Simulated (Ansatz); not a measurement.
# C₅H₁₁HfNO₂Si: how energies converge with the basis set

One table from this session's results is given with a row withheld; the runs are named, their logs left out.

Program: Ansatz 0.2.0, Gaussian basis. Level of theory: one geometry, several basis sets. These are calculated values, not measurements.

Plan: PBE0-D4/def2-SVP; ωB97M-V/def2-SVP; PBE0-D4/def2-QZVPP; ωB97M-V/def2-QZVPP; the functionals' def2-TZVPP values are taken from earlier runs.

## The relaxed structure

The geometry comes from an earlier relaxation with PBE0-D4 in a triple-zeta def2 set; it is a stationary point, not always the lowest conformer. Hf takes the def2 core potential; no spin-orbit term is included.

SMILES `[NH2][Hf]1234([OH])([OH])[C@@H]5[C@H]1[C@H]2[C@@]3([SiH3])[C@@H]54`, 21 atoms, charge 0, spin multiplicity 1.

Atoms are counted from 1 here; the program's logs count them from 0.

Bond lengths: N1–Hf2 2.050 Å, N1–H11 1.012 Å, N1–H12 1.007 Å, Hf2–O3 1.946 Å, Hf2–O4 1.946 Å, Hf2–C5 2.552 Å, Hf2–C6 2.522 Å, Hf2–C7 2.524 Å, Hf2–C8 2.544 Å, Hf2–C10 2.553 Å, O3–H13 0.951 Å, O4–H14 0.952 Å, C5–C6 1.414 Å, C5–C10 1.404 Å, C5–H15 1.080 Å, C6–C7 1.410 Å, C6–H16 1.081 Å, C7–C8 1.418 Å and more. Angles: Hf2–N1–H11 121.0°, Hf2–N1–H12 130.5°, H11–N1–H12 108.5°, N1–Hf2–O3 106.9°, N1–Hf2–O4 105.1°, N1–Hf2–C5 111.5°, N1–Hf2–C6 135.6°, N1–Hf2–C7 115.8°, N1–Hf2–C8 85.0°, N1–Hf2–C10 83.2°, O3–Hf2–O4 101.9°, O3–Hf2–C5 89.8°, O3–Hf2–C6 99.0°, O3–Hf2–C7 131.0°, O3–Hf2–C8 143.1°, O3–Hf2–C10 112.8°, O4–Hf2–C5 136.3°, O4–Hf2–C6 104.0° and more.

Coordinates:

```mol
C5H11HfNO2Si
  3D, bonds by distance, orders not assigned

 21 25  0  0  0  0  0  0  0  0999 V2000
    1.3298   -1.0939   -1.3957 N   0  0
   -0.0591    0.4049   -1.2262 Hf  0  0
    0.5024    1.8357   -2.4190 O   0  0
   -1.6451   -0.2710   -2.1285 O   0  0
    0.4233    1.9034    0.7828 C   0  0
   -0.9814    1.8008    0.6608 C   0  0
   -1.3447    0.4689    0.9454 C   0  0
   -0.1709   -0.2771    1.2225 C   0  0
   -0.0664   -2.0776    1.6565 Si  0  0
    0.9197    0.6340    1.1201 C   0  0
    1.5176   -1.5308   -2.2885 H   0  0
    1.9241   -1.5167   -0.7009 H   0  0
    1.1408    2.4971   -2.6646 H   0  0
   -2.3563   -0.9037   -2.1099 H   0  0
    1.0099    2.7943    0.6125 H   0  0
   -1.6559    2.6008    0.3893 H   0  0
   -2.3513    0.0762    0.9211 H   0  0
   -1.0111   -2.8751    0.8325 H   0  0
   -0.4106   -2.2938    3.0888 H   0  0
    1.3235   -2.5587    1.4413 H   0  0
    1.9615    0.3824    1.2596 H   0  0
  1  2  8  0
  2  3  8  0
  2  4  8  0
  2  5  8  0
  5  6  8  0
  6  7  8  0
  7  8  8  0
  8  9  8  0
  8 10  8  0
  1 11  8  0
  1 12  8  0
  3 13  8  0
  4 14  8  0
  5 15  8  0
  6 16  8  0
  7 17  8  0
  9 18  8  0
  9 19  8  0
  9 20  8  0
 10 21  8  0
  2  6  8  0
  2  7  8  0
  2  8  8  0
  2 10  8  0
  5 10  8  0
M  END
```

The first run:

Contents of in.yaml:

```yaml
crystal:
  periodic: [false, false, false]
  atoms:
    - {symbol: N, position_ang: [1.329849, -1.093873, -1.395662]}
    - {symbol: Hf, position_ang: [-0.059052, 0.404884, -1.226199]}
    - {symbol: O, position_ang: [0.502434, 1.835683, -2.419020]}
    - {symbol: O, position_ang: [-1.645067, -0.271003, -2.128533]}
    - {symbol: C, position_ang: [0.423331, 1.903357, 0.782805]}
    - {symbol: C, position_ang: [-0.981377, 1.800780, 0.660831]}
    - {symbol: C, position_ang: [-1.344702, 0.468900, 0.945445]}
    - {symbol: C, position_ang: [-0.170851, -0.277088, 1.222509]}
    - {symbol: Si, position_ang: [-0.066371, -2.077569, 1.656526]}
    - {symbol: C, position_ang: [0.919684, 0.634022, 1.120103]}
    - {symbol: H, position_ang: [1.517638, -1.530803, -2.288540]}
    - {symbol: H, position_ang: [1.924062, -1.516666, -0.700919]}
    - {symbol: H, position_ang: [1.140815, 2.497117, -2.664601]}
    - {symbol: H, position_ang: [-2.356325, -0.903743, -2.109869]}
    - {symbol: H, position_ang: [1.009868, 2.794266, 0.612453]}
    - {symbol: H, position_ang: [-1.655860, 2.600753, 0.389270]}
    - {symbol: H, position_ang: [-2.351298, 0.076160, 0.921103]}
    - {symbol: H, position_ang: [-1.011137, -2.875085, 0.832517]}
    - {symbol: H, position_ang: [-0.410604, -2.293812, 3.088850]}
    - {symbol: H, position_ang: [1.323467, -2.558707, 1.441347]}
    - {symbol: H, position_ang: [1.961483, 0.382438, 1.259573]}
basis:
  gaussian: {orbitals: def2-SVP}
hamiltonian: {xc: pbe0, dispersion: d4}
output: {orbitals: {seedname: orbitals}}
```

The run is started by

```bash
> ansatz run in.yaml --threads 4 --pin off --events-out ev --progress --plain --max-ram 63488MiB --backend cpu
```

Among the steps run: PBE0-D4 in def2-SVP; ωB97M-V in def2-SVP; PBE0-D4 in def2-QZVPP; ωB97M-V in def2-QZVPP.

One table of the session follows, with a row left open; its other results are not shown here.

It belongs to the step «Density functionals: the series». 

| functional | basis | HOMO (eV) | LUMO (eV) |
| --- | --- | --- | --- |
| PBE0-D4 | def2-SVP | -6.71 | -0.01 |
| PBE0-D4 | def2-TZVPP | ? | ? |
| PBE0-D4 | def2-QZVPP | -6.83 | -0.17 |
| ωB97M-V | def2-SVP | -8.99 | 1.89 |
| ωB97M-V | def2-TZVPP | -9.05 | 1.17 |
| ωB97M-V | def2-QZVPP | -9.09 | 0.74 |

**Question.** Estimate the row for PBE0-D4, def2-TZVPP.

The run gave: HOMO (eV): -6.79; LUMO (eV): -0.11. In the column «HOMO (eV)» it lies between PBE0-D4, def2-QZVPP (-6.83) and PBE0-D4, def2-SVP (-6.71).
